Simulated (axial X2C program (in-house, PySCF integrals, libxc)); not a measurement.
# TeBr⁻: properties at the nuclei

Aim: properties at the nuclei of TeBr⁻, with spin–orbit coupling in the Hamiltonian from the start.

Method: two-component X2C with atomic mean-field terms, Te dyall-acv3z, Br dyall-acv3z; program: an in-house X2C program for linear molecules on PySCF integrals.

All values are calculated.

## 1. Input

Input file task.json:

```json
{"zs": [52, 35], "q": -1, "bas": ["dyall-acv3z", "dyall-acv3z"], "r0": 2.5, "levels": ["PBE0", "HF", "BP86", "PBE", "LDA"], "nst": 3}
```

Keys: zs atomic numbers; q charge; bas basis sets; r0 starting distance in Å; levels methods (HF also brings MP2); nst determinants followed.

Started as:

```console
> python soeom.py task.json out
```

Further steps of the session: Expectation values, lowest determinant; Expectation values, a higher determinant; Expectation values, a higher determinant.

Q: Predict the outcome of this session. Wanted: lowest determinant; qzz Te; qzz Br; higher determinant; Eeff magnitude; Ws magnitude Te; A∥/gI Te (for each run or level that gives them).

**Answer**, as computed:

| quantity | value |
| --- | --- |
| lowest determinant | Ω = 0 (closed shell) |
| qzz Te (a.u.), PBE0 | 15.04 |
| qzz Br (a.u.), PBE0 | 5.84 |
| higher determinant | Ω = 2 (excess of +ω over −ω: ω = 1/2, ω = 3/2) |
| Eeff magnitude (GV/cm), PBE0, higher determinant | 8.12 |
| Ws magnitude Te (kHz), PBE0, higher determinant | 3.45 |
| A∥/gI Te (MHz), PBE0, higher determinant | 697 |
| qzz Te (a.u.), PBE0, higher determinant | 2.94 |
| higher determinant | Ω = 1 (excess of +ω over −ω: ω = -1/2, ω = 3/2) |
| Eeff magnitude (GV/cm), PBE0, higher determinant | 7.15 |
| Ws magnitude Te (kHz), PBE0, higher determinant | 6.3 |
| A∥/gI Te (MHz), PBE0, higher determinant | -34.9 |
| qzz Te (a.u.), PBE0, higher determinant | 2.89 |

**Reading.** The expectation values come from single determinants, which for open shells can mix terms of unlike spin or miss the lowest Ω, so a determinant need not be a state. Eeff is the effective electric field on the electron dipole moment in this Ω state and Ws the scalar–pseudoscalar constant (defined with the proton number Z and per Ω); A∥ is the parallel hyperfine constant, which follows by multiplying with the nuclear g factor gI = μI/(I μN); qzz is the electric field gradient, eQq0 = 234.96 MHz × Q/barn × qzz. The operators were transformed with the bare-nucleus X2C matrices.
